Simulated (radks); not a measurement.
**Cu²⁺ in [Ar] 3d8.5 4f0.5: an all-electron calculation**

The task here is to estimate one member of a computed series from the others.

Method: non-relativistic Kohn-Sham, revPBE, spin-polarised, spherical densities, point nucleus; open shells are filled with parallel spins first. Code: radks (a radial shooting solver on a logarithmic mesh, Libxc functionals) version 1.

**What is computed**

* element: copper (Z = 29)
* charge: +2
* electrons: 27
* configuration: [Ar] 3d8.5 4f0.5

The first run:

The run's settings:

```text
Z 29
configuration [Ar] 3d8.5 4f0.5
relativity non-relativistic
functional pbe_r,pbe
spin polarised
nucleus point
```

The run is started by

```console
> python run_ks.py task.json out
```

The same process makes all the runs of this session.

Steps of the session up to this table: Self-consistent calculation.

One table of the session follows, with a row left open; its other results are not shown here.

It belongs to the step «Orbitals and density». Sizes of the orbitals, from the radial functions (bohr):

| level | <r> | outermost maximum (interpolated) | 90 % within | nodes |
| --- | --- | --- | --- | --- |
| 1s down | 0.05290 | 0.0349 | 0.0942 | 0 |
| 1s up | 0.05290 | 0.0349 | 0.0942 | 0 |
| 2s up | 0.2387 | 0.200 | 0.369 | 1 |
| 2s down | 0.2385 | 0.200 | 0.369 | 1 |
| 2p up | 0.2079 | 0.160 | 0.339 | 0 |
| 2p down | ? | ? | ? | ? |
| 3s up | 0.7172 | 0.621 | 1.07 | 2 |
| 3s down | 0.7183 | 0.621 | 1.08 | 2 |
| 3p up | 0.7444 | 0.621 | 1.15 | 1 |
| 3p down | 0.7462 | 0.622 | 1.15 | 1 |
| 3d up | 0.8771 | 0.591 | 1.50 | 0 |
| 3d down | 0.8891 | 0.593 | 1.53 | 0 |
| 4f up | 6.543 | 6.00 | 9.32 | 0 |

Q: Estimate the row for 2p down from the others.

As computed: <r>: 0.2077; outermost maximum (interpolated): 0.160; 90 % within: 0.339; nodes: 0. In the column «<r>» it lies between 1s up (0.05290) and 2p up (0.2079).
